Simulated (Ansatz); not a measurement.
# CH5FMoN2: one species, many methods

One table from this session's results is given with a row withheld; the runs are named, their logs left out.

Method: functionals in def2-TZVPP, the program's frozen cores in correlated methods; program: Ansatz 0.2.0, Gaussian basis.

Plan: LDA (SPW92), PBE-D4, revPBE-D4, BLYP-D4, r2SCAN-D4, B97M-V, PBE0-D4, B3LYP-D4, r2SCANh-D4, r2SCAN0-D4, HSE06-D4, BHLYP-D4, CAM-B3LYP-D4, LC-ωPBE, ωB97X-V, ωB97M-V, B2PLYP, PBE-QIDH; CCSD(T)/def2-SVP; CCSD(T)/def2-TZVPP; MP2/def2-QZVPP; extrapolation to the limit; RPA on PBE.

1 further run of the same task is left out (for a known fault of the program).

## The relaxed structure

The geometry comes from an earlier relaxation with PBE0-D4 in a triple-zeta def2 set; it is a stationary point, not always the lowest conformer. Mo takes the def2 core potential; no spin-orbit term is included.

10 atoms, charge 0, spin multiplicity 1.

Atoms are counted from 1 here; the program's logs count them from 0.

Bond lengths: C1–Mo2 2.103 Å, C1–H6 1.094 Å, C1–H7 1.090 Å, C1–H8 1.094 Å, Mo2–N3 1.720 Å, Mo2–N4 1.720 Å, Mo2–F5 1.868 Å, N3–H9 1.011 Å, N4–H10 1.011 Å. Angles: Mo2–C1–H6 108.0°, Mo2–C1–H7 112.6°, Mo2–C1–H8 108.0°, H6–C1–H7 109.0°, H6–C1–H8 110.2°, H7–C1–H8 109.0°, C1–Mo2–N3 103.3°, C1–Mo2–N4 103.3°, C1–Mo2–F5 112.4°, N3–Mo2–N4 110.4°, N3–Mo2–F5 113.3°, N4–Mo2–F5 113.3°, Mo2–N3–H9 153.4°, Mo2–N4–H10 153.4°.

The first run:

Contents of in.yaml:

```yaml
crystal:
  periodic: [false, false, false]
  atoms:
    - {symbol: C, position_ang: [-1.361051, -0.404679, -0.473748]}
    - {symbol: Mo, position_ang: [0.321392, 0.522668, 0.381660]}
    - {symbol: N, position_ang: [0.968293, -0.698588, 1.405119]}
    - {symbol: N, position_ang: [1.356302, 0.785059, -0.966521]}
    - {symbol: F, position_ang: [-0.118435, 2.093271, 1.292158]}
    - {symbol: H, position_ang: [-2.062347, -0.641475, 0.331885]}
    - {symbol: H, position_ang: [-1.108909, -1.321344, -1.006205]}
    - {symbol: H, position_ang: [-1.815888, 0.301471, -1.174764]}
    - {symbol: H, position_ang: [1.690920, -1.341064, 1.701093]}
    - {symbol: H, position_ang: [2.212720, 0.653483, -1.487876]}
basis:
  gaussian: {orbitals: def2-TZVPP}
hamiltonian: {xc: lda}
output: {orbitals: {seedname: orbitals}}
```

Started as:

```bash
$ ansatz run in.yaml --threads 4 --pin off --events-out ev --progress --plain --max-ram 10444MiB
```

Among the steps run: LDA; PBE-D4 (GGA); revPBE-D4 (GGA); BLYP-D4 (GGA); r2SCAN-D4 (meta-GGA); B97M-V (meta-GGA); B3LYP-D4 (hybrid); r2SCANh-D4 (hybrid); r2SCAN0-D4 (hybrid); HSE06-D4 (hybrid); BHLYP-D4 (hybrid); CAM-B3LYP-D4 (range-separated); LC-ωPBE (range-separated); ωB97X-V (range-separated); ωB97M-V (range-separated); B2PLYP (double hybrid); PBE-QIDH (double hybrid).

One table of the session follows, with a row left open; its other results are not shown here.

It belongs to the step «Orbital energies across the functionals». 

```
  functional  HOMO (eV)  LUMO (eV)  gap (eV)
 LDA (SPW92)      -6.91      -2.97      3.94
      PBE-D4      -6.72      -2.73      3.99
   revPBE-D4      -6.65      -2.63      4.02
     BLYP-D4      -6.60      -2.64      3.96
   r2SCAN-D4      -7.01      -2.65      4.36
      B97M-V      -7.07      -2.61      4.46
     PBE0-D4      -8.07      -1.91      6.17
    B3LYP-D4      -7.85      -2.16      5.69
  r2SCANh-D4      -7.52      -2.34      5.18
  r2SCAN0-D4      -8.28      -1.86      6.42
    HSE06-D4      -7.67      -2.28      5.39
    BHLYP-D4      -9.30      -0.97      8.34
CAM-B3LYP-D4          ?          ?         ?
     LC-ωPBE     -10.75       0.35     11.10
     ωB97X-V     -10.40       0.26     10.67
     ωB97M-V     -10.33       0.19     10.52
```

**Question.** Estimate the row for CAM-B3LYP-D4.

**Answer.** HOMO (eV): -9.44; LUMO (eV): -0.84; gap (eV): 8.60. In the column «HOMO (eV)» it lies between ωB97M-V (-10.33) and BHLYP-D4 (-9.30).
